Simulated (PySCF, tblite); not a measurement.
# CH₂Br radical: EPR parameters, part 2 of 2

tblite 0.8.0 and PySCF 2.14.0. Atoms count from 0. Earlier steps stand in the parts before.

## Step 7: EPR parameters: B3LYP/pcH-1 Br:dyall-v2z (B3LYP), spin–orbit

What the job is given:

```
{"job": {"kind": "hepr", "xc": "B3LYP", "basis": {"default": "pcH-1", "Br": "dyall-v2z"}, "rel": "so"}, "charge": 0, "multiplicity": 2}
C     -0.194888     0.017336    -0.040426
Br     1.637435    -0.162441    -0.061262
H     -0.794139    -0.892553    -0.046872
H     -0.609748     1.012550     0.115524
```

Level: B3LYP/pcH-1 Br:dyall-v2z EPR parameters from three collinear SCF solutions, X2C with spin-orbit coupling, screened-nuclear two-electron part, Gaussian nuclei, gas phase.

Output:

```text
spin-free SCF
coarse grid: 17456 points
cycle   1  E = -2645.6035636106  dE = -4.472e-02  |g| = 1.202e-01  |ddm| = 1.201e+00
cycle   2  E = -2645.6076154213  dE = -4.052e-03  |g| = 5.769e-02  |ddm| = 1.293e-01
cycle   3  E = -2645.6083340855  dE = -7.187e-04  |g| = 3.163e-02  |ddm| = 5.065e-02
cycle   4  E = -2645.6086904628  dE = -3.564e-04  |g| = 1.336e-02  |ddm| = 3.159e-02
cycle   5  E = -2645.6087926223  dE = -1.022e-04  |g| = 1.902e-03  |ddm| = 1.502e-02
cycle   6  E = -2645.6087983807  dE = -5.758e-06  |g| = 7.592e-04  |ddm| = 4.268e-03
final grid: 35032 points
cycle   7  E = -2645.6088964468  dE = -2.663e-07  |g| = 6.920e-04  |ddm| = 1.021e-03
cycle   8  E = -2645.6088964810  dE = -3.419e-08  |g| = 7.210e-04  |ddm| = 6.639e-04
cycle   9  E = -2645.6088965561  dE = -7.508e-08  |g| = 6.527e-05  |ddm| = 3.037e-04
cycle  10  E = -2645.6088965585  dE = -2.488e-09  |g| = 6.371e-05  |ddm| = 1.306e-04
converged SCF energy = -2645.6088965585
two-component SCF, magnetisation along principal axis 1
cycle   1  E = -2645.5420177651  dE = -2.646e+03  |FDS-SDF| = 2.195e+01
cycle   2  E = -2645.6870089370  dE = -1.450e-01  |FDS-SDF| = 7.786e-02
cycle   3  E = -2645.6871035953  dE = -9.466e-05  |FDS-SDF| = 3.278e-03
cycle   4  E = -2645.6871091757  dE = -5.580e-06  |FDS-SDF| = 2.126e-03
cycle   5  E = -2645.6871098084  dE = -6.327e-07  |FDS-SDF| = 6.929e-04
cycle   6  E = -2645.6871100911  dE = -2.828e-07  |FDS-SDF| = 2.355e-04
cycle   7  E = -2645.6871101108  dE = -1.967e-08  |FDS-SDF| = 9.067e-05
cycle   8  E = -2645.6871101145  dE = -3.748e-09  |FDS-SDF| = 1.266e-05
converged, E = -2645.6871101145
two-component SCF, magnetisation along principal axis 2
cycle   1  E = -2645.5420177651  dE = -2.646e+03  |FDS-SDF| = 2.195e+01
cycle   2  E = -2645.6870110867  dE = -1.450e-01  |FDS-SDF| = 7.786e-02
cycle   3  E = -2645.6871062290  dE = -9.514e-05  |FDS-SDF| = 3.281e-03
cycle   4  E = -2645.6871119353  dE = -5.706e-06  |FDS-SDF| = 2.125e-03
cycle   5  E = -2645.6871125919  dE = -6.566e-07  |FDS-SDF| = 6.971e-04
cycle   6  E = -2645.6871128954  dE = -3.035e-07  |FDS-SDF| = 2.376e-04
cycle   7  E = -2645.6871129170  dE = -2.167e-08  |FDS-SDF| = 9.503e-05
cycle   8  E = -2645.6871129218  dE = -4.726e-09  |FDS-SDF| = 1.480e-05
converged, E = -2645.6871129218
two-component SCF, magnetisation along principal axis 3
cycle   1  E = -2645.5420177651  dE = -2.646e+03  |FDS-SDF| = 2.195e+01
cycle   2  E = -2645.6870088073  dE = -1.450e-01  |FDS-SDF| = 7.786e-02
cycle   3  E = -2645.6871034369  dE = -9.463e-05  |FDS-SDF| = 3.279e-03
cycle   4  E = -2645.6871090163  dE = -5.579e-06  |FDS-SDF| = 2.127e-03
cycle   5  E = -2645.6871096494  dE = -6.331e-07  |FDS-SDF| = 6.935e-04
cycle   6  E = -2645.6871099325  dE = -2.831e-07  |FDS-SDF| = 2.358e-04
cycle   7  E = -2645.6871099523  dE = -1.973e-08  |FDS-SDF| = 9.079e-05
cycle   8  E = -2645.6871099560  dE = -3.758e-09  |FDS-SDF| = 1.266e-05
converged, E = -2645.6871099560

g tensor 1.99729 2.03138 2.03495   isotropic 2.02121

Hyperfine (MHz)
atom isotope      a_iso        A1        A2        A3
  0    13C      115.17      35.49      40.84     269.19
  1   79Br        9.78    -148.21    -120.85     298.40
  2     1H      -62.81     -99.38     -65.97     -23.08
  3     1H      -62.85     -99.43     -66.00     -23.13

Field gradients (au) and densities at the nuclei (bohr^-3)
atom        Vxx        Vyy        Vzz        centre      nuclear mean
  0 C     -0.0963    -0.2276     0.3239        126.292        126.290
  1 Br    -2.6882    -4.8405     7.5287      40821.674      40761.727
  2 H     -0.1327    -0.1694     0.3021          0.477          0.477
  3 H     -0.1328    -0.1694     0.3023          0.477          0.477
without picture change
  1 Br                           7.7826                     66250.795
```

It took 21 s on 1 thread of Arm Neoverse V1, shared host; peak memory 0.55 GiB.

In short:

| quantity | value |
| --- | --- |
| g(iso) | 2.0212 |

## Step 8: EPR parameters: BHandHLYP/pcH-1 Br:dyall-v2z (BHandHLYP), spin–orbit

What the job is given:

```
{"job": {"kind": "hepr", "xc": "BHandHLYP", "basis": {"default": "pcH-1", "Br": "dyall-v2z"}, "rel": "so"}, "charge": 0, "multiplicity": 2}
C     -0.194888     0.017336    -0.040426
Br     1.637435    -0.162441    -0.061262
H     -0.794139    -0.892553    -0.046872
H     -0.609748     1.012550     0.115524
```

Method: BHandHLYP/pcH-1 Br:dyall-v2z EPR parameters from three collinear SCF solutions, X2C with spin-orbit coupling, screened-nuclear two-electron part, Gaussian nuclei, gas phase.

Output:

```text
spin-free SCF
coarse grid: 17456 points
cycle   1  E = -2645.5007472001  dE = -3.403e-02  |g| = 1.393e-01  |ddm| = 1.174e+00
cycle   2  E = -2645.5067263639  dE = -5.979e-03  |g| = 9.668e-02  |ddm| = 1.973e-01
cycle   3  E = -2645.5115478976  dE = -4.822e-03  |g| = 3.644e-02  |ddm| = 1.038e-01
cycle   4  E = -2645.5122801534  dE = -7.323e-04  |g| = 1.080e-02  |ddm| = 3.169e-02
cycle   5  E = -2645.5123500287  dE = -6.988e-05  |g| = 3.895e-03  |ddm| = 1.025e-02
cycle   6  E = -2645.5123777435  dE = -2.771e-05  |g| = 1.152e-03  |ddm| = 9.433e-03
cycle   7  E = -2645.5123801652  dE = -2.422e-06  |g| = 4.011e-04  |ddm| = 2.846e-03
final grid: 35032 points
cycle   8  E = -2645.5124472735  dE = -1.643e-07  |g| = 2.962e-04  |ddm| = 6.646e-04
cycle   9  E = -2645.5124473160  dE = -4.250e-08  |g| = 2.607e-04  |ddm| = 3.393e-04
cycle  10  E = -2645.5124473285  dE = -1.247e-08  |g| = 6.157e-05  |ddm| = 1.206e-04
cycle  11  E = -2645.5124473374  dE = -8.929e-09  |g| = 2.294e-05  |ddm| = 1.908e-04
converged SCF energy = -2645.5124473374
two-component SCF, magnetisation along principal axis 1
cycle   1  E = -2645.4456910995  dE = -2.645e+03  |FDS-SDF| = 2.192e+01
cycle   2  E = -2645.5899751029  dE = -1.443e-01  |FDS-SDF| = 1.883e-01
cycle   3  E = -2645.5903266701  dE = -3.516e-04  |FDS-SDF| = 1.042e-02
cycle   4  E = -2645.5903582553  dE = -3.159e-05  |FDS-SDF| = 2.932e-03
cycle   5  E = -2645.5903674194  dE = -9.164e-06  |FDS-SDF| = 1.639e-03
cycle   6  E = -2645.5903694067  dE = -1.987e-06  |FDS-SDF| = 7.184e-04
cycle   7  E = -2645.5903700735  dE = -6.668e-07  |FDS-SDF| = 1.424e-04
cycle   8  E = -2645.5903701033  dE = -2.986e-08  |FDS-SDF| = 6.667e-05
converged, E = -2645.5903701033
two-component SCF, magnetisation along principal axis 2
cycle   1  E = -2645.4456910995  dE = -2.645e+03  |FDS-SDF| = 2.192e+01
cycle   2  E = -2645.5899762432  dE = -1.443e-01  |FDS-SDF| = 1.883e-01
cycle   3  E = -2645.5903280720  dE = -3.518e-04  |FDS-SDF| = 1.041e-02
cycle   4  E = -2645.5903595492  dE = -3.148e-05  |FDS-SDF| = 2.909e-03
cycle   5  E = -2645.5903685778  dE = -9.029e-06  |FDS-SDF| = 1.620e-03
cycle   6  E = -2645.5903705061  dE = -1.928e-06  |FDS-SDF| = 7.013e-04
cycle   7  E = -2645.5903711542  dE = -6.481e-07  |FDS-SDF| = 1.428e-04
cycle   8  E = -2645.5903711870  dE = -3.283e-08  |FDS-SDF| = 6.953e-05
cycle   9  E = -2645.5903711934  dE = -6.337e-09  |FDS-SDF| = 3.418e-05
converged, E = -2645.5903711934
two-component SCF, magnetisation along principal axis 3
cycle   1  E = -2645.4456910995  dE = -2.645e+03  |FDS-SDF| = 2.192e+01
cycle   2  E = -2645.5899751363  dE = -1.443e-01  |FDS-SDF| = 1.883e-01
cycle   3  E = -2645.5903267452  dE = -3.516e-04  |FDS-SDF| = 1.042e-02
cycle   4  E = -2645.5903583677  dE = -3.162e-05  |FDS-SDF| = 2.935e-03
cycle   5  E = -2645.5903675551  dE = -9.187e-06  |FDS-SDF| = 1.641e-03
cycle   6  E = -2645.5903695487  dE = -1.994e-06  |FDS-SDF| = 7.189e-04
cycle   7  E = -2645.5903702155  dE = -6.668e-07  |FDS-SDF| = 1.409e-04
cycle   8  E = -2645.5903702446  dE = -2.907e-08  |FDS-SDF| = 6.623e-05
converged, E = -2645.5903702446

g tensor 1.99719 2.02349 2.03301   isotropic 2.01790

Hyperfine (MHz)
atom isotope      a_iso        A1        A2        A3
  0    13C      154.61      73.65      78.34     311.82
  1   79Br       37.27    -120.49     -61.71     294.01
  2     1H      -77.31    -115.73     -80.89     -35.32
  3     1H      -77.38    -115.80     -80.95     -35.39

Field gradients (au) and densities at the nuclei (bohr^-3)
atom        Vxx        Vyy        Vzz        centre      nuclear mean
  0 C     -0.0853    -0.2362     0.3214        126.121        126.118
  1 Br    -3.0022    -4.7210     7.7232      40794.527      40734.801
  2 H     -0.1323    -0.1683     0.3006          0.469          0.469
  3 H     -0.1324    -0.1684     0.3008          0.469          0.469
without picture change
  1 Br                           7.9850                     66196.689
```

Run time: 22 s. Hardware: 1 thread of Arm Neoverse V1, shared host; peak memory 0.55 GiB.

From this job:

| quantity | value |
| --- | --- |
| g(iso) | 2.0179 |

## Step 9: Outcome

This closing draws on all 2 parts.

```
                                                             quantity                                       value
                            strongest single infrared mode (GFN2-xTB)                         127 cm⁻¹, 70 km/mol
                                         zero-point energy (GFN2-xTB)                               13.5 kcal/mol
                                 rotational constants (main isotopes)                    270.70, 11.46, 11.00 GHz
          g(iso) (step 5, BP86/pcH-1 Br:dyall-v2z (BP86), spin–orbit)                                      2.0225
          a(iso) (step 5, BP86/pcH-1 Br:dyall-v2z (BP86), spin–orbit)   13C C0 80.9, 1H H3 -55.8, 1H H2 -55.8 MHz
            g(iso) (step 6, PBE/pcH-1 Br:dyall-v2z (PBE), spin–orbit)                                      2.0223
            a(iso) (step 6, PBE/pcH-1 Br:dyall-v2z (PBE), spin–orbit)   13C C0 91.1, 1H H3 -57.5, 1H H2 -57.5 MHz
        g(iso) (step 7, B3LYP/pcH-1 Br:dyall-v2z (B3LYP), spin–orbit)                                      2.0212
        a(iso) (step 7, B3LYP/pcH-1 Br:dyall-v2z (B3LYP), spin–orbit)  13C C0 115.2, 1H H3 -62.9, 1H H2 -62.8 MHz
g(iso) (step 8, BHandHLYP/pcH-1 Br:dyall-v2z (BHandHLYP), spin–orbit)                                      2.0179
a(iso) (step 8, BHandHLYP/pcH-1 Br:dyall-v2z (BHandHLYP), spin–orbit)  13C C0 154.6, 1H H3 -77.4, 1H H2 -77.3 MHz
```

**Reading.** No mode is imaginary among the 6: a minimum at this level. The strongest single mode, at 127 cm⁻¹, moves mainly H2 and H3. GFN2-xTB is a fitted tight-binding method: band positions and strengths are rough. Its intensities can rank the bands wrongly. The optimisation took 4 steps and gained 0.026 eV; among the close pairs (by a distance rule), C0–Br1 changed most, from 1.807 to 1.841 Å (PBE0/def2-SVP).
